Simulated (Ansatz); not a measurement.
# CH6Cl2GeSi: taking an electron away

How much energy removes an electron from CH6Cl2GeSi at fixed geometry? The cation is run at each level and the neutral's energy taken from earlier runs.

Program: Ansatz 0.2.0, Gaussian basis. Level of theory: unrestricted cation, the program's frozen cores in correlated methods. These are calculated values, not measurements.

The runs, in order: UKS PBE-D4/def2-TZVPP; UKS r2SCAN-D4/def2-TZVPP; UKS PBE0-D4/def2-TZVPP; UKS B3LYP-D4/def2-TZVPP; UKS wB97X-V/def2-TZVPP; UKS wB97M-V/def2-TZVPP; UKS B2PLYP/def2-TZVPP; UHF-CCSD(T)/def2-TZVPP; UHF-MP2/def2-QZVPP; extrapolation to the limit; then −ε(HOMO) from the neutral's earlier runs with LDA (SPW92), PBE-D4, revPBE-D4, BLYP-D4, r2SCAN-D4, B97M-V, PBE0-D4, B3LYP-D4, r2SCANh-D4, r2SCAN0-D4, HSE06-D4, BHLYP-D4, CAM-B3LYP-D4, LC-ωPBE, ωB97X-V, ωB97M-V.

1 further run of the same task is left out (for a known fault of the program).

### Step 1. The geometry

The geometry comes from an earlier relaxation with PBE0-D4 in a triple-zeta def2 set; it is a stationary point, not always the lowest conformer.

SMILES `[CH3][Ge]([SiH3])([Cl])[Cl]`, 11 atoms, charge 0, spin multiplicity 1.

Atoms are counted from 1 here; the program's logs count them from 0.

Bond lengths: C1–Ge2 1.939 Å, C1–H6 1.091 Å, C1–H7 1.090 Å, C1–H8 1.091 Å, Ge2–Si3 2.384 Å, Ge2–Cl4 2.164 Å, Ge2–Cl5 2.164 Å, Si3–H9 1.485 Å, Si3–H10 1.482 Å, Si3–H11 1.485 Å. Angles: Ge2–C1–H6 109.7°, Ge2–C1–H7 108.8°, Ge2–C1–H8 109.7°, H6–C1–H7 109.5°, H6–C1–H8 109.7°, H7–C1–H8 109.5°, C1–Ge2–Si3 120.8°, C1–Ge2–Cl4 107.1°, C1–Ge2–Cl5 107.1°, Si3–Ge2–Cl4 107.2°, Si3–Ge2–Cl5 107.2°, Cl4–Ge2–Cl5 106.5°, Ge2–Si3–H9 108.8°, Ge2–Si3–H10 107.9°, Ge2–Si3–H11 108.8°, H9–Si3–H10 110.6°, H9–Si3–H11 109.9°, H10–Si3–H11 110.6°.

### Step 2. Cation, UKS PBE-D4/def2-TZVPP

Input file in.yaml:

```yaml
crystal:
  periodic: [false, false, false]
  atoms:
    - {symbol: C, position_ang: [-1.733905, 0.420229, 0.561647]}
    - {symbol: Ge, position_ang: [-0.039297, 0.553615, -0.370407]}
    - {symbol: Si, position_ang: [1.660946, -1.086722, -0.052560]}
    - {symbol: Cl, position_ang: [-0.479774, 0.618252, -2.488284]}
    - {symbol: Cl, position_ang: [0.819315, 2.473748, 0.138992]}
    - {symbol: H, position_ang: [-2.231561, -0.510616, 0.287398]}
    - {symbol: H, position_ang: [-2.359475, 1.265354, 0.274287]}
    - {symbol: H, position_ang: [-1.563531, 0.443295, 1.638581]}
    - {symbol: H, position_ang: [2.042145, -1.110685, 1.382534]}
    - {symbol: H, position_ang: [2.821072, -0.710422, -0.894526]}
    - {symbol: H, position_ang: [1.129564, -2.413149, -0.457062]}
basis:
  gaussian: {orbitals: def2-TZVPP}
total_charge: 1
magnetization: {spin_polarized: true, initial_magnetization: 1}
hamiltonian: {xc: pbe, dispersion: d4}
```

The run is started by

```sh
> ansatz run in.yaml --threads 2 --pin off --events-out ev --progress --plain --max-ram 32768MiB --backend cuda --devices 0, --max-vram 18GiB
```

The program printed:

```text
Functional definition: PBE
  name "PBE"
  cite "Perdew, Burke & Ernzerhof, Phys. Rev. Lett. 77, 3865 (1996) doi:10.1103/PhysRevLett.77.3865"
  parent pbe
  parameter kappa = 0.804
  parameter beta = 0.06672455060314922
  exchange = pbe_x(kappa = kappa, mu = beta*pi^2/3)
  correlation = pbe_c(beta = beta)
1768 factors; their error is unknown
mean field evaluation 1: about -90533.2563 eV, gradient 5.5e1 eV
mean field evaluation 2: about -90495.8429 eV, gradient 8.3e1 eV
mean field evaluation 4: about -90545.8939 eV, gradient 1.1e1 eV
mean field evaluation 8: about -90546.3926 eV, gradient 5.1e-1 eV
mean field evaluation 16: about -90546.3475 eV, gradient 3.3e-3 eV
mean field evaluation 32: about -90546.2055 eV, gradient 1.1e0 eV
mean field -90546.34752232 eV, -3327.5168969265 hartree, gradient 2.1e-5 eV, S^2 0.751887; 6 other end points of the search recorded, 0 dependent functions left out
reference -90546.34757243 eV, -3327.5168987682 hartree; 46, 45 occupied and 243, 244 virtual orbitals, 1768 factors
Total energy: -90546.64673556 eV, -3327.5278928103 hartree
```

Run time: 18 s. Hardware: 1 × H100 (card shared with other runs) with 2 threads of AMD EPYC 7R13, shared host; peak host memory 0.86 GiB.

Less the neutral's -90556.1204 eV (earlier run), this gives 9.474 eV. ⟨S²⟩ = 0.752.

### Step 3. Cation, UKS r2SCAN-D4/def2-TZVPP

Changes to in.yaml since step 2:

```diff
@@ -18,2 +18,2 @@
 magnetization: {spin_polarized: true, initial_magnetization: 1}
-hamiltonian: {xc: pbe, dispersion: d4}
+hamiltonian: {xc: r2scan, dispersion: d4}
```

The command is unchanged.

The program printed:

```text
Functional definition: r2SCAN
  name "r2SCAN"
  cite "Furness, Kaplan, Ning, Perdew & Sun, J. Phys. Chem. Lett. 11, 8208 (2020) doi:10.1021/acs.jpclett.0c02405"
  cite "Furness, Kaplan, Ning, Perdew & Sun, J. Phys. Chem. Lett. 11, 9248 (2020) doi:10.1021/acs.jpclett.0c03077"
  parent r2scan
  parameter k0 = 0.174
  parameter k1 = 0.065
  parameter a1 = 4.9479
  exchange = r2scan_x(k0 = k0, k1 = k1, a1 = a1)
  correlation = r2scan_c
1768 factors; their error is unknown
mean field evaluation 1: about -90557.1187 eV, gradient 4.8e1 eV
mean field evaluation 2: about -90531.1996 eV, gradient 7.0e1 eV
mean field evaluation 4: about -90567.3770 eV, gradient 6.7e0 eV
mean field evaluation 8: about -90567.5794 eV, gradient 1.9e-1 eV
mean field evaluation 16: about -90567.5314 eV, gradient 5.4e-3 eV
mean field evaluation 32: about -90565.9686 eV, gradient 2.3e0 eV
mean field -90567.53144700 eV, -3328.2953917995 hartree, gradient 7.9e-5 eV, S^2 0.754548; 4 other end points of the search recorded, 0 dependent functions left out
reference -90567.53146345 eV, -3328.2953924039 hartree; 46, 45 occupied and 243, 244 virtual orbitals, 1768 factors
Total energy: -90567.60431107 eV, -3328.2980695049 hartree
```

Run time: 14 s. Hardware: 1 × H100 (card shared with other runs) with 2 threads of AMD EPYC 7R13, shared host; peak host memory 0.92 GiB.

Less the neutral's -90577.2801 eV (earlier run), this gives 9.676 eV. ⟨S²⟩ = 0.755.

### Step 4. Cation, UKS PBE0-D4/def2-TZVPP

Changes to in.yaml since step 3:

```diff
@@ -18,2 +18,2 @@
 magnetization: {spin_polarized: true, initial_magnetization: 1}
-hamiltonian: {xc: r2scan, dispersion: d4}
+hamiltonian: {xc: pbe0, dispersion: d4}
```

Launched as before.

The program printed:

```text
Functional definition: PBE0
  name "PBE0"
  cite "Adamo & Barone, J. Chem. Phys. 110, 6158 (1999) doi:10.1063/1.478522"
  cite "Perdew, Burke & Ernzerhof, Phys. Rev. Lett. 77, 3865 (1996) doi:10.1103/PhysRevLett.77.3865"
  parent pbe
  parameter a = 0.25
  parameter kappa = 0.804
  parameter beta = 0.06672455060314922
  exchange = (1 - a)*pbe_x(kappa = kappa, mu = beta*pi^2/3) + a*exact_x
  correlation = pbe_c(beta = beta)
1876 factors; their error is unknown
mean field evaluation 1: about -90542.0898 eV, gradient 4.3e1 eV
mean field evaluation 2: about -90534.6010 eV, gradient 5.2e1 eV
mean field evaluation 4: about -90550.1230 eV, gradient 4.6e0 eV
mean field evaluation 8: about -90550.2179 eV, gradient 2.0e-1 eV
mean field evaluation 16: about -90550.5603 eV, gradient 3.3e-3 eV
mean field evaluation 32: about -90549.7878 eV, gradient 6.0e0 eV
mean field -90550.56033896 eV, -3327.6717150826 hartree, gradient 9.7e-6 eV, S^2 0.755887; 4 other end points of the search recorded, 0 dependent functions left out
reference -90550.56037675 eV, -3327.6717164713 hartree; 46, 45 occupied and 243, 244 virtual orbitals, 1876 factors
Total energy: -90550.82038804 eV, -3327.6812717099 hartree
```

Run time: 15 s. Hardware: 1 × H100 (card shared with other runs) with 2 threads of AMD EPYC 7R13, shared host; peak host memory 0.86 GiB.

The neutral molecule at this level: -90560.6980 eV. Difference: 9.878 eV. ⟨S²⟩ = 0.756.

### Step 5. Cation, UKS B3LYP-D4/def2-TZVPP

Changes to in.yaml since step 4:

```diff
@@ -18,2 +18,2 @@
 magnetization: {spin_polarized: true, initial_magnetization: 1}
-hamiltonian: {xc: pbe0, dispersion: d4}
+hamiltonian: {xc: {name: B3LYP}, dispersion: d4}
```

Same command.

The program printed:

```text
Functional definition: B3LYP
  name "B3LYP"
  cite "Stephens, Devlin, Chabalowski & Frisch, J. Phys. Chem. 98, 11623 (1994) doi:10.1021/j100096a001"
  cite "Becke, Phys. Rev. A 38, 3098 (1988) doi:10.1103/PhysRevA.38.3098"
  cite "Lee, Yang & Parr, Phys. Rev. B 37, 785 (1988) doi:10.1103/PhysRevB.37.785"
  cite "Vosko, Wilk & Nusair, Can. J. Phys. 58, 1200 (1980) doi:10.1139/p80-159"
  parameter a0 = 0.2
  parameter ax = 0.72
  parameter ac = 0.81
  exchange = (1 - a0 - ax)*slater_x + ax*b88_x + a0*exact_x
  correlation = (1 - ac)*vwn_rpa_c + ac*lyp_c
1840 factors; their error is unknown
mean field evaluation 1: about -90563.2203 eV, gradient 4.8e1 eV
mean field evaluation 2: about -90551.4474 eV, gradient 6.1e1 eV
mean field evaluation 4: about -90572.9588 eV, gradient 6.4e0 eV
mean field evaluation 8: about -90573.1361 eV, gradient 2.7e-1 eV
mean field evaluation 16: about -90573.3995 eV, gradient 3.2e-3 eV
mean field evaluation 32: about -90572.6377 eV, gradient 5.5e0 eV
mean field -90573.39946886 eV, -3328.5110376256 hartree, gradient 8.1e-6 eV, S^2 0.754492; 4 other end points of the search recorded, 0 dependent functions left out
reference -90573.39980045 eV, -3328.5110498113 hartree; 46, 45 occupied and 243, 244 virtual orbitals, 1840 factors
Total energy: -90573.88727226 eV, -3328.5289640699 hartree
```

Wall time 15 s (1 × H100 (card shared with other runs) with 2 threads of AMD EPYC 7R13, shared host); peak host memory 0.87 GiB.

Less the neutral's -90583.7301 eV (earlier run), this gives 9.843 eV. ⟨S²⟩ = 0.754.

### Step 6. Cation, UKS wB97X-V/def2-TZVPP

Changes to in.yaml since step 5:

```diff
@@ -18,2 +18,2 @@
 magnetization: {spin_polarized: true, initial_magnetization: 1}
-hamiltonian: {xc: {name: B3LYP}, dispersion: d4}
+hamiltonian: {xc: {name: wB97X-V}}
```

Same command.

The program printed:

```text
Functional definition: wB97X-V
  name "wB97X-V"
  cite "Mardirossian & Head-Gordon, Phys. Chem. Chem. Phys. 16, 9904 (2014) doi:10.1039/C3CP54374A"
  cite "Becke, J. Chem. Phys. 107, 8554 (1997) doi:10.1063/1.475007"
  cite "Vydrov & Van Voorhis, J. Chem. Phys. 133, 244103 (2010) doi:10.1063/1.3521275"
  parameter omega = 0.3/bohr
  parameter cx = 0.167
  parameter cx1 = 0.603
  parameter cx2 = 1.194
  parameter css0 = 0.556
  parameter css1 = -0.257
  parameter cos0 = 1.219
  parameter cos1 = -1.850
  parameter b = 6.0
  parameter c = 0.01
  exchange = spin_sum(e_x_unif_sr(omega)*poly(b97_u_x, 1 - cx, cx1, cx2)) + cx*exact_x_sr(omega) + exact_x_lr(omega)
  correlation = spin_sum(e_c_pw_same_spin*poly(b97_u_same, css0, css1))
      + integral(e_c_pw_opposite_spin*poly(b97_u_opposite, cos0, cos1)) + vv10(b, c)
1834 factors; their error is unknown
357 factors; integrals over basis functions are off by at most 2.2e-5 eV
mean field evaluation 1: about -90554.5196 eV, gradient 3.4e1 eV
mean field evaluation 2: about -90556.2351 eV, gradient 3.1e1 eV
mean field evaluation 4: about -90559.6830 eV, gradient 1.4e0 eV
mean field evaluation 8: about -90559.7131 eV, gradient 1.6e-1 eV
mean field evaluation 16: about -90559.9266 eV, gradient 3.6e-3 eV
mean field evaluation 32: about -90559.0904 eV, gradient 5.9e0 eV
mean field -90559.92655304 eV, -3328.0159171013 hartree, gradient 5.5e-5 eV, S^2 0.759492; 6 other end points of the search recorded, 0 dependent functions left out
reference -90559.92655071 eV, -3328.0159170157 hartree; 46, 45 occupied and 243, 244 virtual orbitals, 1834 factors
Total energy: -90559.92655071 eV, -3328.0159170157 hartree
```

Run time: 23 s. Hardware: 1 × H100 (card shared with other runs) with 2 threads of AMD EPYC 7R13, shared host; peak host memory 1 GiB.

The neutral molecule at this level: -90570.1110 eV. Difference: 10.184 eV. ⟨S²⟩ = 0.759.

[end of part 1 of 2]
